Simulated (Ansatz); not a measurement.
The system is AlCo4.

```
Co Al
1.0
     1.28934    0.74440    9.97436
    -1.28934    0.74440    9.97436
     0.00000   -1.48880    9.97436
Co Al
4 1
Direct
  0.40114 0.40114 0.40114
  0.79968 0.79968 0.79968
  0.20032 0.20032 0.20032
  0.59886 0.59886 0.59886
  0.00000 0.00000 0.00000
```

The cell comes from a database or a generator and needn't be the stable form of this composition.

* Program: Ansatz 0.2.0
* Task: single point
* Functional: PBEsol
* Potentials or basis: Ansatz PAW
* Cutoff: 420 eV (not typed: the program's choice for these potentials)
* k mesh: 12 × 12 × 12
* Occupations: fermi-dirac, width 0.05 eV
* Spin: collinear spin, ferromagnetic start
* Starting moments: [2.0, 2.0, 2.0, 2.0, 0.0] μB

On this cell: pressure -7.8 GPa; largest force 0.195 eV/Å; net moment 5.93 μB per cell; site moments Co +1.36, +1.75; Al -0.05 μB; band gap on the k mesh none (metal or under the smearing width).

The same run follows on a disturbed copy (atoms moved at random, drawn with an rms of 0.05 Å):

```
Co Al
1.0
     1.28934    0.74440    9.97436
    -1.28934    0.74440    9.97436
     0.00000   -1.48880    9.97436
Co Al
4 1
Direct
  0.40110 0.41981 0.38166
  0.78277 0.80288 0.81195
  0.22699 0.20434 0.17084
  0.59891 0.59490 0.60333
  0.99106 0.01178 0.99822
```

**Question.** What changes?

**Answer.** The energy (extrapolated to zero smearing) moves by +3.7 meV/atom; pressure -7.6 GPa; largest force 0.298 eV/Å; net moment 5.92 μB per cell; site moments Co +1.34, +1.76, +1.37; Al -0.05 μB; band gap on the k mesh none (metal or under the smearing width).

Forces on the atoms (eV/Å):
```
Co   0.002 -0.141  0.263
Co   0.041  0.156  0.141
Co  -0.071 -0.164 -0.137
Co  -0.015  0.121 -0.156
Al   0.043  0.028 -0.110
```

Stress tensor (GPa, compression positive):
```
-8.35 -0.04  0.01
-0.04 -7.55  0.55
 0.01  0.55 -7.03
```

Caveats: the PAW data sets come from PBE, with cores solved anew for the run's functional, which leaves a small shift of forces and pressure.
